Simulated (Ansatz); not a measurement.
# Fe2C: further runs on the relaxed cell

The task here is to estimate one member of a computed series from the others.

A COD entry behind a cell of this session may itself be a prediction, so a difference from it is no test against experiment.

Computed with Ansatz 0.2.0 (DFT PBEsol, scalar-relativistic, plane waves, PAW, unless a step's input says otherwise).

**The starting structure**

It takes space group Pnnm (No. 58, orthorhombic). Conventional cell: a = 4.241 Å, b = 4.597 Å, c = 2.786 Å, α = 90.00°, β = 90.00°, γ = 90.00°. Fe (site symmetry m) is surrounded by 3 C at 1.89 to 1.91 Å. Around C (site symmetry 2/m) lie 6 Fe at 1.89 to 1.91 Å.

As a file:

```
Fe C
1.0
     4.24099    0.00000    0.00000
     0.00000    4.59678    0.00000
     0.00000    0.00000    2.78553
Fe C
4 2
Cartesian
  1.0519 3.0010 0.0000
  3.1891 1.5957 0.0000
  1.0686 0.7026 1.3928
  3.1724 3.8941 1.3928
  0.0000 0.0000 0.0000
  2.1205 2.2984 1.3928
```

This cell was relaxed beforehand with the same method: volume 9.05 Å³/atom, gap on the mesh none (metal), site moments up to 1.4 μB.

Set-up of the first run:

Contents of input.yaml:

```yaml
crystal:
  lattice:
    - [4.1981523709, 0.0, 0.0]
    - [0.0, 4.5503479327, 0.0]
    - [0.0, 0.0, 2.7573933767]
  atoms:
    - { symbol: Fe, position: [0.2480293795, 0.6528560443, 0.0], spin: 1.57 }
    - { symbol: Fe, position: [0.7519706205, 0.3471439557, 0.0], spin: 1.57 }
    - { symbol: Fe, position: [0.2519706205, 0.1528560443, 0.5], spin: 1.57 }
    - { symbol: Fe, position: [0.7480293795, 0.8471439557, 0.5], spin: 1.57 }
    - { symbol: C, position: [0.0, 0.0, 0.0] }
    - { symbol: C, position: [0.5, 0.5, 0.5] }
basis:
  ecutwfc: 420
kpoints:
  mp_grid: { grid: [8, 8, 12] }
hamiltonian:
  xc: pbesol
scf:
  occupations: { method: gaussian, width: 0.1 }
output:
  forces: true
  stress: true
  eigenvalues: true
  populations: true
  write_density: true
  write_potential: true
  elf: true
  volumetric_format: npy
magnetization:
  spin_polarized: true
relax:
  adjacent_minimum: "off"
  f_tol: 0.01
  max_steps: 30
  cell: { stress_tol: 0.1, fix: [volume] }
```

Launch:

```
$ ansatz run input.yaml --threads 2 --pin off --max-ram 5120MiB --backend cpu --events-out ev --progress --plain --runs-dir out
```

Among the steps run: Volume × 0.97; Point at V/V0 = 1.03; The cell scaled to 0.94 of its volume; The cell scaled to 1.06 of its volume; The cell scaled to 0.91 of its volume; Volume × 1.10; Point at V/V0 = 0.88.

One table of the session follows, with a row left open; its other results are not shown here.

It belongs to the step «Energy against volume». 

```
volume (Å³/atom)  energy above the lowest point (meV/atom)  pressure (GPa)  largest moment (μB)
           7.965                                     131.3           44.24                 1.11
           8.236                                      68.7           30.02                 1.19
           8.508                                      28.3           18.08                 1.27
           8.779                                       6.5            8.11                 1.34
           9.051                                       0.0            0.03                 1.43
           9.322                                       6.0           -6.88                 1.50
           9.594                                         ?               ?                    ?
           9.956                                      58.9          -19.13                 1.65
```

Estimate the missing values for volume (Å³/atom) = 9.594.

Worked estimate for «energy above the lowest point (meV/atom)». A straight line through the neighbours (9.322, 6.0) and (9.956, 58.9) gives 6.0 + (58.9 − 6.0) × (9.594 − 9.322) / (9.956 − 9.322) = 28.7; a parabola fitted to 3 rows on both sides gives 22.0.

**Answer.** energy above the lowest point (meV/atom): 22.7; pressure (GPa): -12.71; largest moment (μB): 1.57. In «energy above the lowest point (meV/atom)» the line misses by +6.0 and the parabola by -0.7.
